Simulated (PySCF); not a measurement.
# H₈OSeSi₃: NMR shifts at several levels of theory, part 1 of 2

How much do the NMR shifts of H₈OSeSi₃ (`O[Si@H]([SiH3])[Se][SiH3]`) depend on the level of theory, and what does each level cost?

Programs: PySCF 2.14.0, with density-fitted response routines of our own. Each step states its level of theory. These are calculated values for one molecule in the gas phase, unless marked as measured. Atoms are numbered from 0 throughout.

### Step 1. The starting structure

13 atoms, charge 0, multiplicity 1; geometry from: PBE0-D3(BJ)/def2-SVP.

Bonds of the start (Å): O0–Si1 1.67, Si1–Si2 2.33, Si1–Se3 2.30, Se3–Si4 2.29, O0–H5 0.96, Si1–H6 1.50, Si2–H7 1.49, Si2–H8 1.50, Si2–H9 1.49, Si4–H10 1.49, Si4–H11 1.49, Si4–H12 1.49.

### Step 2. NMR shieldings: PBE0/pcSseg-1

Job settings and geometry (Å):

```
{"job": {"kind": "nmr", "xc": "PBE0", "basis": "pcSseg-1", "pop": false}, "charge": 0, "multiplicity": 1}
O     -1.394049    -2.066168     0.217647
Si    -0.612392    -0.595931     0.202522
Si    -2.243990     1.021501    -0.213364
Se     0.969992    -0.538764    -1.466276
Si     2.649360     0.185417    -0.096331
H     -0.830421    -2.846896     0.258544
H      0.141815    -0.343716     1.475283
H     -1.595609     2.368234    -0.192495
H     -3.324335     0.983261     0.819656
H     -2.837326     0.780208    -1.562780
H      3.834872     0.399352    -0.974838
H      2.963979    -0.832412     0.949241
H      2.282141     1.468451     0.572617
```

Level: GIAO PBE0/pcSseg-1 NMR shielding, non-relativistic, gas phase.

Started as:

```console
$ OMP_NUM_THREADS=1 python probes_run.py task.json out
```

One launch serves the whole session: the jobs run in the order shown.

Log:

```text
coarse grid: 51528 points
cycle   1  E = -3349.0187999060  dE = -9.064e-01  |g| = 9.478e-01  |ddm| = 3.378e+00
cycle   2  E = -3348.8465959237  dE =  1.722e-01  |g| = 1.222e+00  |ddm| = 1.707e+00
cycle   3  E = -3349.1076802780  dE = -2.611e-01  |g| = 2.594e-01  |ddm| = 1.409e+00
cycle   4  E = -3349.1194030339  dE = -1.172e-02  |g| = 3.195e-02  |ddm| = 2.199e-01
cycle   5  E = -3349.1195373174  dE = -1.343e-04  |g| = 1.273e-02  |ddm| = 5.214e-02
cycle   6  E = -3349.1195908566  dE = -5.354e-05  |g| = 4.107e-03  |ddm| = 2.390e-02
cycle   7  E = -3349.1195939726  dE = -3.116e-06  |g| = 6.529e-04  |ddm| = 5.038e-03
final grid: 103040 points
cycle   8  E = -3349.1195769649  dE = -5.674e-08  |g| = 6.579e-04  |ddm| = 2.114e-03
cycle   9  E = -3349.1195769619  dE =  2.988e-09  |g| = 7.344e-04  |ddm| = 1.405e-03
cycle  10  E = -3349.1195770335  dE = -7.154e-08  |g| = 6.852e-05  |ddm| = 6.872e-04
cycle  11  E = -3349.1195770345  dE = -1.070e-09  |g| = 1.737e-05  |ddm| = 7.919e-05
cycle  12  E = -3349.1195770346  dE = -4.411e-11  |g| = 2.547e-06  |ddm| = 1.556e-05
converged SCF energy = -3349.1195770346

GIAO shielding tensors (ppm)
atom      isotropic    diamagn.    paramagn.     s11        s22        s33       span
  0 O      279.919     386.898    -106.979    237.880    278.158    323.719     85.838
  1 Si     332.754     878.848    -546.094    271.386    332.690    394.188    122.802
  2 Si     453.987     879.867    -425.880    446.082    450.705    465.174     19.093
  3 Se    2310.082    3005.911    -695.829   1956.770   2350.053   2623.424    666.654
  4 Si     405.283     878.953    -473.670    369.034    390.941    455.873     86.839
  5 H       29.972      30.704      -0.731     21.584     26.687     41.647     20.063
  6 H       25.315      30.844      -5.529     21.533     25.357     29.056      7.522
  7 H       27.851      29.164      -1.312     24.376     26.766     32.412      8.036
  8 H       27.520      28.193      -0.673     23.996     25.017     33.546      9.550
  9 H       27.595      28.618      -1.023     24.223     26.211     32.352      8.129
 10 H       26.596      27.702      -1.107     22.397     24.024     33.366     10.969
 11 H       26.673      28.577      -1.904     22.386     24.571     33.063     10.677
 12 H       26.876      29.006      -2.130     22.333     25.206     33.089     10.756
```

Run time: 21 s. Hardware: 1 thread of Arm Neoverse V2, shared host; peak memory 1 GiB.

Shifts follow as δ = σ(reference) − σ, with reference shieldings (ppm) from runs at the same level and on the same kind of geometry: ¹H TMS 31.27, ²⁹Si TMS 352.0, ¹⁷O H2O 334.6, ⁷⁷Se Me2Se 1770. The references are single molecules in the gas phase, so shifts against H2O, NH3, PH3, H3PO4 or CFCl3 are not on the usual liquid scales and can be off by tens of ppm. Atoms listed in one row are averaged.

```csv
atoms,environment,σ (ppm),δ (ppm)
H6,"hydrogen on a silicon bonded to O, Se, Si",25.32,5.95
"H10, H11, H12",hydrogen on a silicon bonded to Se,26.71,4.55
"H7, H8, H9",hydrogen on a silicon bonded to Si,27.66,3.61
H5,hydrogen on an oxygen bonded to Si,29.97,1.29
O0,"oxygen bonded to Si, H",279.9,54.6
Si1,"silicon bonded to O, Se, Si, H",332.8,19.2
Si4,"silicon bonded to Se, 3 H",405.3,-53.3
Si2,"silicon bonded to Si, 3 H",454.0,-102.0
Se3,selenium bonded to 2 Si,2310,-540
```

### Step 3. Nuclear shieldings: mPW1PW91/pcSseg-1

Settings changed since step 2:

```diff
@@ -1,2 +1,2 @@
-{"job": {"kind": "nmr", "xc": "PBE0", "basis": "pcSseg-1", "pop": false}, "charge": 0, "multiplicity": 1}
+{"job": {"kind": "nmr", "xc": "mPW1PW91", "basis": "pcSseg-1", "pop": false}, "charge": 0, "multiplicity": 1}
 O     -1.394049    -2.066168     0.217647
```

Level: GIAO mPW1PW91/pcSseg-1 NMR shielding, non-relativistic, gas phase.

Log:

```text
coarse grid: 51528 points
cycle   1  E = -3349.9528598777  dE = -9.042e-01  |g| = 9.498e-01  |ddm| = 3.371e+00
cycle   2  E = -3349.7744991204  dE =  1.784e-01  |g| = 1.239e+00  |ddm| = 1.716e+00
cycle   3  E = -3350.0449297500  dE = -2.704e-01  |g| = 2.542e-01  |ddm| = 1.411e+00
cycle   4  E = -3350.0561701616  dE = -1.124e-02  |g| = 3.197e-02  |ddm| = 2.158e-01
cycle   5  E = -3350.0563110966  dE = -1.409e-04  |g| = 1.344e-02  |ddm| = 5.457e-02
cycle   6  E = -3350.0563700603  dE = -5.896e-05  |g| = 4.115e-03  |ddm| = 2.480e-02
cycle   7  E = -3350.0563730436  dE = -2.983e-06  |g| = 6.535e-04  |ddm| = 4.963e-03
final grid: 103040 points
cycle   8  E = -3350.0563619549  dE = -6.365e-08  |g| = 6.558e-04  |ddm| = 2.262e-03
cycle   9  E = -3350.0563619520  dE =  2.837e-09  |g| = 7.285e-04  |ddm| = 1.373e-03
cycle  10  E = -3350.0563620238  dE = -7.175e-08  |g| = 7.470e-05  |ddm| = 6.710e-04
cycle  11  E = -3350.0563620250  dE = -1.229e-09  |g| = 1.672e-05  |ddm| = 8.105e-05
cycle  12  E = -3350.0563620250  dE = -4.411e-11  |g| = 2.458e-06  |ddm| = 1.567e-05
converged SCF energy = -3350.0563620250

GIAO shielding tensors (ppm)
atom      isotropic    diamagn.    paramagn.     s11        s22        s33       span
  0 O      279.864     387.087    -107.223    238.000    278.762    322.831     84.831
  1 Si     331.625     879.028    -547.403    270.412    332.064    392.399    121.987
  2 Si     450.649     879.927    -429.277    442.960    447.355    461.634     18.674
  3 Se    2303.941    3006.211    -702.270   1952.581   2342.145   2617.098    664.517
  4 Si     402.746     879.032    -476.286    366.568    388.660    453.010     86.442
  5 H       30.021      30.736      -0.715     21.643     26.727     41.695     20.052
  6 H       25.419      30.984      -5.565     21.621     25.456     29.179      7.559
  7 H       27.924      29.263      -1.339     24.464     26.847     32.461      7.997
  8 H       27.596      28.261      -0.666     24.096     25.109     33.582      9.486
  9 H       27.668      28.691      -1.023     24.313     26.296     32.396      8.084
 10 H       26.685      27.758      -1.072     22.499     24.114     33.443     10.944
 11 H       26.757      28.665      -1.909     22.488     24.656     33.127     10.639
 12 H       26.958      29.116      -2.157     22.431     25.290     33.153     10.722
```

Run time: 21 s. Hardware: 1 thread of Arm Neoverse V2, shared host; peak memory 0.96 GiB.

Key values: δ O0 53.4, Si1 19.2, Si4 -51.9, Si2 -99.8, H6 5.90, H10 4.52 ppm (means over like atoms).

### Step 4. Shielding tensors: WP04/pcSseg-1

Settings changed since step 3:

```diff
@@ -1,2 +1,2 @@
-{"job": {"kind": "nmr", "xc": "mPW1PW91", "basis": "pcSseg-1", "pop": false}, "charge": 0, "multiplicity": 1}
+{"job": {"kind": "nmr", "xc": "WP04", "basis": "pcSseg-1", "pop": false}, "charge": 0, "multiplicity": 1}
 O     -1.394049    -2.066168     0.217647
```

Level: GIAO WP04/pcSseg-1 NMR shielding, non-relativistic, gas phase.

Log:

```text
coarse grid: 51528 points
cycle   1  E = -3373.3153704163  dE = -8.519e-01  |g| = 1.089e+00  |ddm| = 3.375e+00
cycle   2  E = -3372.6763449053  dE =  6.390e-01  |g| = 2.012e+00  |ddm| = 2.987e+00
cycle   3  E = -3373.4951810432  dE = -8.188e-01  |g| = 2.138e-01  |ddm| = 2.549e+00
cycle   4  E = -3373.5030651574  dE = -7.884e-03  |g| = 1.334e-01  |ddm| = 4.164e-01
cycle   5  E = -3373.5066002835  dE = -3.535e-03  |g| = 2.135e-02  |ddm| = 1.853e-01
cycle   6  E = -3373.5066651394  dE = -6.486e-05  |g| = 6.195e-03  |ddm| = 2.834e-02
cycle   7  E = -3373.5066765797  dE = -1.144e-05  |g| = 1.676e-03  |ddm| = 9.933e-03
cycle   8  E = -3373.5066775588  dE = -9.790e-07  |g| = 2.561e-04  |ddm| = 2.667e-03
final grid: 103040 points
cycle   9  E = -3373.5066656680  dE = -7.904e-08  |g| = 3.556e-04  |ddm| = 2.591e-03
cycle  10  E = -3373.5066656222  dE =  4.588e-08  |g| = 5.800e-04  |ddm| = 1.213e-03
cycle  11  E = -3373.5066657026  dE = -8.044e-08  |g| = 4.454e-05  |ddm| = 7.049e-04
cycle  12  E = -3373.5066657030  dE = -4.047e-10  |g| = 1.567e-05  |ddm| = 5.749e-05
converged SCF energy = -3373.5066657030

GIAO shielding tensors (ppm)
atom      isotropic    diamagn.    paramagn.     s11        s22        s33       span
  0 O      274.509     389.492    -114.983    236.394    281.510    305.623     69.229
  1 Si     321.501     882.285    -560.784    259.185    330.022    375.296    116.111
  2 Si     424.157     881.931    -457.774    416.940    419.627    435.903     18.963
  3 Se    2170.655    3013.489    -842.835   1847.187   2180.173   2484.603    637.416
  4 Si     382.139     881.198    -499.060    345.143    368.618    432.655     87.512
  5 H       30.178      31.104      -0.926     22.062     26.870     41.602     19.540
  6 H       26.428      32.746      -6.318     22.621     26.335     30.327      7.706
  7 H       28.662      30.634      -1.972     25.438     27.682     32.866      7.429
  8 H       28.340      28.977      -0.637     25.116     26.034     33.870      8.754
  9 H       28.428      29.575      -1.147     25.315     27.166     32.803      7.488
 10 H       27.580      28.264      -0.684     23.614     25.039     34.087     10.473
 11 H       27.604      29.700      -2.096     23.581     25.530     33.700     10.120
 12 H       27.782      30.558      -2.776     23.518     26.115     33.713     10.196
```

Wall time 21 s (1 thread of Arm Neoverse V2, shared host); peak memory 0.97 GiB.

In short: δ O0 43.0, Si1 17.2, Si4 -43.4, Si2 -85.5, H6 5.14, H10 3.91 ppm (means over like atoms).

### Step 5. Shielding tensors: B97-2/pcSseg-1

Settings changed since step 4:

```diff
@@ -1,2 +1,2 @@
-{"job": {"kind": "nmr", "xc": "WP04", "basis": "pcSseg-1", "pop": false}, "charge": 0, "multiplicity": 1}
+{"job": {"kind": "nmr", "xc": "B97-2", "basis": "pcSseg-1", "pop": false}, "charge": 0, "multiplicity": 1}
 O     -1.394049    -2.066168     0.217647
```

Level: GIAO B97-2/pcSseg-1 NMR shielding, non-relativistic, gas phase.

Log:

```text
coarse grid: 51528 points
cycle   1  E = -3350.3989080763  dE = -8.998e-01  |g| = 9.121e-01  |ddm| = 3.363e+00
cycle   2  E = -3350.1877222208  dE =  2.112e-01  |g| = 1.283e+00  |ddm| = 1.855e+00
cycle   3  E = -3350.4939857595  dE = -3.063e-01  |g| = 2.293e-01  |ddm| = 1.528e+00
cycle   4  E = -3350.5034908435  dE = -9.505e-03  |g| = 3.306e-02  |ddm| = 2.243e-01
cycle   5  E = -3350.5036956648  dE = -2.048e-04  |g| = 2.109e-02  |ddm| = 8.054e-02
cycle   6  E = -3350.5038248174  dE = -1.292e-04  |g| = 3.483e-03  |ddm| = 3.375e-02
cycle   7  E = -3350.5038261197  dE = -1.302e-06  |g| = 6.021e-04  |ddm| = 3.400e-03
final grid: 103040 points
cycle   8  E = -3350.5038149849  dE = -7.435e-08  |g| = 5.524e-04  |ddm| = 2.205e-03
cycle   9  E = -3350.5038149644  dE =  2.050e-08  |g| = 6.309e-04  |ddm| = 1.346e-03
cycle  10  E = -3350.5038150535  dE = -8.908e-08  |g| = 1.227e-04  |ddm| = 7.333e-04
cycle  11  E = -3350.5038150561  dE = -2.601e-09  |g| = 1.157e-05  |ddm| = 1.094e-04
cycle  12  E = -3350.5038150561  dE = -2.319e-11  |g| = 4.114e-06  |ddm| = 1.604e-05
converged SCF energy = -3350.5038150561

GIAO shielding tensors (ppm)
atom      isotropic    diamagn.    paramagn.     s11        s22        s33       span
  0 O      280.200     387.138    -106.938    239.351    279.690    321.557     82.206
  1 Si     339.748     879.188    -539.440    279.338    340.954    398.950    119.612
  2 Si     455.565     880.001    -424.435    448.244    452.294    466.158     17.914
  3 Se    2292.760    3007.327    -714.567   1946.381   2327.688   2604.210    657.829
  4 Si     408.389     879.087    -470.699    372.752    394.502    457.911     85.160
  5 H       30.108      30.836      -0.729     21.782     26.824     41.716     19.934
  6 H       25.537      31.180      -5.642     21.749     25.557     29.307      7.558
  7 H       28.027      29.456      -1.430     24.600     26.969     32.510      7.910
  8 H       27.699      28.402      -0.703     24.235     25.234     33.628      9.393
  9 H       27.780      28.848      -1.068     24.461     26.423     32.456      7.994
 10 H       26.800      27.857      -1.057     22.647     24.241     33.511     10.864
 11 H       26.866      28.802      -1.937     22.629     24.773     33.195     10.567
 12 H       27.061      29.291      -2.230     22.573     25.393     33.217     10.645
```

Wall time 21 s (1 thread of Arm Neoverse V2, shared host); peak memory 0.96 GiB.

Key values: δ O0 51.4, Si1 17.7, Si4 -51.0, Si2 -98.2, H6 5.84, H10 4.47 ppm (means over like atoms).

### Step 6. NMR shieldings: BHandHLYP/pcSseg-1

Settings changed since step 5:

```diff
@@ -1,2 +1,2 @@
-{"job": {"kind": "nmr", "xc": "B97-2", "basis": "pcSseg-1", "pop": false}, "charge": 0, "multiplicity": 1}
+{"job": {"kind": "nmr", "xc": "BHandHLYP", "basis": "pcSseg-1", "pop": false}, "charge": 0, "multiplicity": 1}
 O     -1.394049    -2.066168     0.217647
```

Level: GIAO BHandHLYP/pcSseg-1 NMR shielding, non-relativistic, gas phase.

Log:

```text
coarse grid: 51528 points
cycle   1  E = -3349.6927845757  dE = -9.634e-01  |g| = 8.406e-01  |ddm| = 3.318e+00
cycle   2  E = -3349.6697818302  dE =  2.300e-02  |g| = 8.211e-01  |ddm| = 1.160e+00
cycle   3  E = -3349.7854333875  dE = -1.157e-01  |g| = 1.468e-01  |ddm| = 7.641e-01
cycle   4  E = -3349.7889723672  dE = -3.539e-03  |g| = 2.096e-02  |ddm| = 1.128e-01
cycle   5  E = -3349.7890598607  dE = -8.749e-05  |g| = 5.633e-03  |ddm| = 2.881e-02
cycle   6  E = -3349.7890702179  dE = -1.036e-05  |g| = 2.341e-03  |ddm| = 1.122e-02
cycle   7  E = -3349.7890713636  dE = -1.146e-06  |g| = 3.835e-04  |ddm| = 2.944e-03
final grid: 103040 points
cycle   8  E = -3349.7890676980  dE = -3.934e-08  |g| = 3.235e-04  |ddm| = 1.155e-03
cycle   9  E = -3349.7890677024  dE = -4.406e-09  |g| = 3.043e-04  |ddm| = 5.733e-04
cycle  10  E = -3349.7890677115  dE = -9.022e-09  |g| = 1.256e-05  |ddm| = 2.575e-04
cycle  11  E = -3349.7890677115  dE = -8.276e-11  |g| = 5.786e-06  |ddm| = 3.310e-05
converged SCF energy = -3349.7890677115

GIAO shielding tensors (ppm)
atom      isotropic    diamagn.    paramagn.     s11        s22        s33       span
  0 O      286.813     388.057    -101.244    246.129    290.172    324.138     78.009
  1 Si     341.349     877.893    -536.544    284.094    343.854    396.099    112.005
  2 Si     454.999     878.737    -423.738    447.421    451.472    466.105     18.684
  3 Se    2342.198    3006.806    -664.607   2009.971   2369.250   2647.374    637.402
  4 Si     409.579     877.631    -468.052    375.800    396.267    456.668     80.868
  5 H       30.004      30.749      -0.745     21.424     26.458     42.129     20.705
  6 H       25.946      31.248      -5.302     22.108     25.880     29.851      7.743
  7 H       28.183      29.523      -1.339     24.732     27.099     32.719      7.986
  8 H       27.862      28.435      -0.573     24.392     25.375     33.819      9.426
  9 H       27.921      28.890      -0.969     24.562     26.557     32.643      8.081
 10 H       26.972      27.881      -0.908     22.765     24.391     33.761     10.996
 11 H       27.060      28.785      -1.724     22.796     24.953     33.432     10.636
 12 H       27.264      29.266      -2.002     22.751     25.592     33.449     10.698
```

Wall time 21 s (1 thread of Arm Neoverse V2, shared host); peak memory 0.96 GiB.

In short: δ O0 48.0, Si1 17.1, Si4 -51.2, Si2 -96.6, H6 5.50, H10 4.34 ppm (means over like atoms).

### Step 7. Nuclear shieldings: CAM-B3LYP/pcSseg-1

Settings changed since step 6:

```diff
@@ -1,2 +1,2 @@
-{"job": {"kind": "nmr", "xc": "BHandHLYP", "basis": "pcSseg-1", "pop": false}, "charge": 0, "multiplicity": 1}
+{"job": {"kind": "nmr", "xc": "CAM-B3LYP", "basis": "pcSseg-1", "pop": false}, "charge": 0, "multiplicity": 1}
 O     -1.394049    -2.066168     0.217647
```

Method: GIAO CAM-B3LYP/pcSseg-1 NMR shielding, non-relativistic, gas phase.

Log:

```text
coarse grid: 51528 points
cycle   1  E = -3349.8596325767  dE = -9.405e-01  |g| = 9.771e-01  |ddm| = 3.324e+00
cycle   2  E = -3349.7948050102  dE =  6.483e-02  |g| = 1.036e+00  |ddm| = 1.360e+00
cycle   3  E = -3349.9685804888  dE = -1.738e-01  |g| = 2.002e-01  |ddm| = 9.420e-01
cycle   4  E = -3349.9749936263  dE = -6.413e-03  |g| = 2.842e-02  |ddm| = 1.456e-01
cycle   5  E = -3349.9751253981  dE = -1.318e-04  |g| = 5.363e-03  |ddm| = 3.095e-02
cycle   6  E = -3349.9751351955  dE = -9.797e-06  |g| = 2.255e-03  |ddm| = 1.109e-02
final grid: 103040 points
cycle   7  E = -3349.9751196202  dE = -5.187e-07  |g| = 2.114e-03  |ddm| = 4.764e-03
cycle   8  E = -3349.9751197265  dE = -1.063e-07  |g| = 2.140e-03  |ddm| = 4.240e-03
cycle   9  E = -3349.9751204692  dE = -7.427e-07  |g| = 1.409e-04  |ddm| = 2.021e-03
cycle  10  E = -3349.9751204735  dE = -4.301e-09  |g| = 3.418e-05  |ddm| = 1.514e-04
cycle  11  E = -3349.9751204741  dE = -5.589e-10  |g| = 2.465e-05  |ddm| = 9.695e-05
converged SCF energy = -3349.9751204741

GIAO shielding tensors (ppm)
atom      isotropic    diamagn.    paramagn.     s11        s22        s33       span
  0 O      282.906     387.287    -104.381    241.780    282.479    324.459     82.679
  1 Si     322.722     878.873    -556.150    260.872    323.903    383.391    122.519
  2 Si     445.757     879.571    -433.815    437.245    442.015    458.010     20.765
  3 Se    2291.739    3006.404    -714.665   1938.414   2322.322   2614.482    676.068
  4 Si     397.441     878.638    -481.198    361.714    382.577    448.030     86.316
  5 H       29.991      30.729      -0.738     21.661     26.694     41.618     19.957
  6 H       25.624      31.286      -5.662     21.867     25.644     29.362      7.495
  7 H       28.015      29.478      -1.463     24.604     26.948     32.493      7.889
  8 H       27.696      28.304      -0.608     24.249     25.240     33.598      9.349
  9 H       27.761      28.775      -1.015     24.438     26.414     32.430      7.992
 10 H       26.778      27.778      -1.000     22.633     24.228     33.474     10.842
 11 H       26.875      28.792      -1.918     22.647     24.801     33.176     10.529
 12 H       27.078      29.320      -2.241     22.598     25.437     33.200     10.602
```

Wall time 30 s (1 thread of Arm Neoverse V2, shared host); peak memory 1.1 GiB.

Key values: δ O0 55.6, Si1 20.7, Si4 -54.0, Si2 -102.3, H6 5.70, H10 4.42 ppm (means over like atoms).

### Step 8. Nuclear shieldings: wB97X-D/pcSseg-1

Settings changed since step 7:

```diff
@@ -1,2 +1,2 @@
-{"job": {"kind": "nmr", "xc": "CAM-B3LYP", "basis": "pcSseg-1", "pop": false}, "charge": 0, "multiplicity": 1}
+{"job": {"kind": "nmr", "xc": "wB97X-D", "basis": "pcSseg-1", "pop": false}, "charge": 0, "multiplicity": 1}
 O     -1.394049    -2.066168     0.217647
```

Level: GIAO wB97X-D/pcSseg-1 NMR shielding, non-relativistic, gas phase.

Log:

```text
coarse grid: 51528 points
cycle   1  E = -3349.7730429124  dE = -9.718e-01  |g| = 9.500e-01  |ddm| = 3.325e+00
cycle   2  E = -3349.7479119507  dE =  2.513e-02  |g| = 9.208e-01  |ddm| = 1.221e+00
cycle   3  E = -3349.8845052065  dE = -1.366e-01  |g| = 1.639e-01  |ddm| = 7.592e-01
cycle   4  E = -3349.8889323093  dE = -4.427e-03  |g| = 2.565e-02  |ddm| = 1.206e-01
cycle   5  E = -3349.8890633591  dE = -1.310e-04  |g| = 4.555e-03  |ddm| = 3.182e-02
cycle   6  E = -3349.8890739806  dE = -1.062e-05  |g| = 1.417e-03  |ddm| = 1.281e-02
cycle   7  E = -3349.8890748677  dE = -8.871e-07  |g| = 4.187e-04  |ddm| = 3.382e-03
final grid: 103040 points
cycle   8  E = -3349.8891134575  dE = -1.549e-06  |g| = 5.813e-04  |ddm| = 3.719e-03
cycle   9  E = -3349.8891135303  dE = -7.275e-08  |g| = 3.175e-04  |ddm| = 1.095e-03
cycle  10  E = -3349.8891135532  dE = -2.289e-08  |g| = 8.506e-05  |ddm| = 4.205e-04
cycle  11  E = -3349.8891135552  dE = -2.026e-09  |g| = 3.349e-05  |ddm| = 1.429e-04
cycle  12  E = -3349.8891135554  dE = -2.451e-10  |g| = 7.056e-06  |ddm| = 5.686e-05
converged SCF energy = -3349.8891135554

GIAO shielding tensors (ppm)
atom      isotropic    diamagn.    paramagn.     s11        s22        s33       span
  0 O      283.246     387.441    -104.195    242.357    282.788    324.593     82.235
  1 Si     334.138     878.904    -544.765    273.726    333.541    395.148    121.422
  2 Si     452.796     879.693    -426.897    444.771    449.843    463.775     19.004
  3 Se    2320.469    3006.863    -686.394   1974.772   2349.318   2637.317    662.545
  4 Si     405.700     878.681    -472.981    371.023    392.010    454.068     83.045
  5 H       30.068      30.777      -0.709     21.671     26.764     41.770     20.098
  6 H       25.596      31.172      -5.576     21.805     25.621     29.362      7.557
  7 H       27.994      29.356      -1.363     24.532     26.903     32.545      8.013
  8 H       27.683      28.251      -0.568     24.184     25.201     33.664      9.480
  9 H       27.736      28.711      -0.975     24.362     26.373     32.472      8.111
 10 H       26.771      27.738      -0.966     22.566     24.213     33.536     10.970
 11 H       26.864      28.697      -1.833     22.595     24.770     33.227     10.632
 12 H       27.071      29.189      -2.118     22.541     25.423     33.251     10.710
```

Wall time 29 s (1 thread of Arm Neoverse V2, shared host); peak memory 1 GiB.

This run: δ O0 49.9, Si1 18.8, Si4 -52.8, Si2 -99.9, H6 5.78, H10 4.48 ppm (means over like atoms).

(Continued in part 2 of 2.)
